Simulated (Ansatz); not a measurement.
# CoO: the cost of one run

Program: Ansatz 0.2.0. Level of theory: DFT PBE+U (U_eff = 5 eV on Co d), plane waves, PAW. These are calculated values, not measurements.

2 further runs of the same task are left out: 2 that didn't finish.

### 1 The system as given

Symmetry: I4/mmm, No. 139, tetragonal system. The conventional cell has a = 3.016 Å, b = 3.016 Å, c = 4.215 Å, α = 90.00°, β = 90.00°, γ = 90.00°. Co (site symmetry 4/mmm) is surrounded by 6 O at 2.11 to 2.13 Å. O (site symmetry 4/mmm) is surrounded by 6 Co at 2.11 to 2.13 Å.

Structure file:

```cif
data_structure
_symmetry_space_group_name_H-M 'I4/mmm'
_symmetry_Int_Tables_number 139
_cell_length_a 3.0160
_cell_length_b 3.0160
_cell_length_c 4.2145
_cell_angle_alpha 90.000
_cell_angle_beta 90.000
_cell_angle_gamma 90.000
_cell_volume 38.34
loop_
_atom_site_label
_atom_site_type_symbol
_atom_site_symmetry_multiplicity
_atom_site_Wyckoff_symbol
_atom_site_fract_x
_atom_site_fract_y
_atom_site_fract_z
_atom_site_occupancy
Co1 Co 2 a 0.00000 0.00000 0.00000 1
O1 O 2 b 0.00000 0.00000 0.50000 1
```

An earlier series on this cell reached its lowest free state from «ferromagnetic start, free, natural orbitals of the symmetric run filled by rank», perhaps among other starts.

### 2 Site moments held (series factor 1.05; the input gives the size)

File input.yaml:

```yaml
crystal:
  lattice:
    - [-1.50800044, 1.50800044, 2.10725036]
    - [1.50800044, -1.50800044, 2.10725036]
    - [3.01600088, 3.01600088, -4.21450072]
  atoms:
    - { symbol: Co, position: [0.0, 0.0, 0.0], spin: 2.74 }
    - { symbol: O, position: [0.5, 0.5, 0.0] }
    - { symbol: Co, position: [0.0, 0.0, 0.5], spin: 2.74 }
    - { symbol: O, position: [0.5, 0.5, 0.5] }
basis:
  ecutwfc: 420
  ecutrho_ratio: 4
kpoints:
  mp_grid: { grid: [8, 8, 8] }
hamiltonian:
  xc: pbe
  hubbard:
    sites:
      - { site: 0, l: d, u_eff: 5.0, starting_ns: [{ spin: up, occupation_matrix: s0up }, { spin: down, occupation_matrix: s0down }] }
      - { site: 2, l: d, u_eff: 5.0, starting_ns: [{ spin: up, occupation_matrix: s2up }, { spin: down, occupation_matrix: s2down }] }
    occupation_matrices:
      s0up:
        matrix:
          - [0.97, 0.0, 0.0, 0.0, 0.0]
          - [0.0, 0.97, 0.0, 0.0, 0.0]
          - [0.0, 0.0, 0.97, 0.0, 0.0]
          - [0.0, 0.0, 0.0, 0.97, 0.0]
          - [0.0, 0.0, 0.0, 0.0, 0.97]
      s0down:
        matrix:
          - [0.02, 0.0, 0.0, 0.0, 0.0]
          - [0.0, 0.495, 0.475, 0.0, 0.0]
          - [0.0, 0.475, 0.495, 0.0, 0.0]
          - [0.0, 0.0, 0.0, 0.97, 0.0]
          - [0.0, 0.0, 0.0, 0.0, 0.02]
      s2up:
        matrix:
          - [0.97, 0.0, 0.0, 0.0, 0.0]
          - [0.0, 0.97, 0.0, 0.0, 0.0]
          - [0.0, 0.0, 0.97, 0.0, 0.0]
          - [0.0, 0.0, 0.0, 0.97, 0.0]
          - [0.0, 0.0, 0.0, 0.0, 0.97]
      s2down:
        matrix:
          - [0.02, 0.0, 0.0, 0.0, 0.0]
          - [0.0, 0.495, 0.475, 0.0, 0.0]
          - [0.0, 0.475, 0.495, 0.0, 0.0]
          - [0.0, 0.0, 0.0, 0.97, 0.0]
          - [0.0, 0.0, 0.0, 0.0, 0.02]
    ns_hold: { iters: 8 }
scf:
  occupations: { method: gaussian, width: 0.05 }
  lower_state_search: "off"
  max_iter: 150
output:
  forces: true
  stress: true
  eigenvalues: true
  populations: true
  hubbard: { sites: [{ site: 0, l: d }, { site: 2, l: d }] }
magnetization:
  spin_polarized: true
  spin_locking: { lock_spins: true }
```

The typed matrices put 0.97 on the chosen orbitals and 0.02 on the others, and are held for 8 cycles. The lock stays on to the end, so the result is a constrained state.

Run with:

```
> ansatz run input.yaml --threads 2 --pin off --max-ram 3072MiB --backend cpu --events-out ev --progress --plain --runs-dir out
```

**Question.** How long does this run take on 2 threads of Arm Neoverse V2, shared host, and how much memory does it need?

About 32 s, with a peak of 0.51 GiB.
